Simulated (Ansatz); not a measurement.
**H7NSiSn: basis-set convergence**

One table from this session's results is given with a row withheld; the runs are named, their logs left out.

Computed with Ansatz 0.2.0, Gaussian basis. Level: one geometry, several basis sets.

Plan: PBE0-D4/def2-SVP; ωB97M-V/def2-SVP; PBE0-D4/def2-QZVPP; ωB97M-V/def2-QZVPP; the functionals' def2-TZVPP values are taken from earlier runs.

## The geometry

The geometry comes from an earlier relaxation with PBE0-D4 in a triple-zeta def2 set; it is a stationary point, not always the lowest conformer. Sn takes the def2 core potential; no spin-orbit term is included.

10 atoms, charge 0, spin multiplicity 1.

Atoms are counted from 1 here; the program's logs count them from 0.

Bond lengths: Si1–N2 1.713 Å, Si1–H4 1.491 Å, Si1–H5 1.489 Å, Si1–H6 1.492 Å, N2–Sn3 2.025 Å, N2–H7 1.009 Å, Sn3–H8 1.705 Å, Sn3–H9 1.709 Å, Sn3–H10 1.704 Å. Angles: N2–Si1–H4 112.5°, N2–Si1–H5 106.5°, N2–Si1–H6 113.9°, H4–Si1–H5 109.0°, H4–Si1–H6 106.7°, H5–Si1–H6 108.1°, Si1–N2–Sn3 126.8°, Si1–N2–H7 118.2°, Sn3–N2–H7 114.4°, N2–Sn3–H8 105.7°, N2–Sn3–H9 109.8°, N2–Sn3–H10 107.5°, H8–Sn3–H9 111.0°, H8–Sn3–H10 112.4°, H9–Sn3–H10 110.3°.

Set-up of the first run:

Contents of in.yaml:

```yaml
crystal:
  periodic: [false, false, false]
  atoms:
    - {symbol: Si, position_ang: [-1.208471, 0.774653, -0.792531]}
    - {symbol: N, position_ang: [-0.422280, -0.580557, -0.100525]}
    - {symbol: Sn, position_ang: [1.386856, -0.599805, 0.810020]}
    - {symbol: H, position_ang: [-1.700813, 0.504088, -2.173370]}
    - {symbol: H, position_ang: [-0.199831, 1.869009, -0.842913]}
    - {symbol: H, position_ang: [-2.380254, 1.261492, -0.006824]}
    - {symbol: H, position_ang: [-0.943238, -1.440005, -0.012365]}
    - {symbol: H, position_ang: [1.740341, -2.242947, 1.098003]}
    - {symbol: H, position_ang: [1.307573, 0.275813, 2.276008]}
    - {symbol: H, position_ang: [2.503417, 0.127059, -0.252703]}
basis:
  gaussian: {orbitals: def2-SVP}
hamiltonian: {xc: pbe0, dispersion: d4}
output: {orbitals: {seedname: orbitals}}
```

Started as:

```bash
> ansatz run in.yaml --threads 2 --pin off --events-out ev --progress --plain --max-ram 4352MiB
```

Steps of the session up to this table: PBE0-D4 in def2-SVP; ωB97M-V in def2-SVP; PBE0-D4 in def2-QZVPP; ωB97M-V in def2-QZVPP.

One of the session's tables, all rows but one given; the rest of the session is left out.

| functional | basis | HOMO (eV) | LUMO (eV) |
| --- | --- | --- | --- |
| PBE0-D4 | def2-SVP | -7.01 | -0.06 |
| PBE0-D4 | def2-TZVPP | -7.15 | -0.45 |
| PBE0-D4 | def2-QZVPP | ? | ? |
| ωB97M-V | def2-SVP | -9.25 | 1.69 |
| ωB97M-V | def2-TZVPP | -9.44 | 1.04 |
| ωB97M-V | def2-QZVPP | -9.46 | 0.76 |

**Question.** Estimate the row for PBE0-D4, def2-QZVPP.

**Answer.** HOMO (eV): -7.18; LUMO (eV): -0.54. In the column «HOMO (eV)» it lies between ωB97M-V, def2-SVP (-9.25) and PBE0-D4, def2-TZVPP (-7.15).
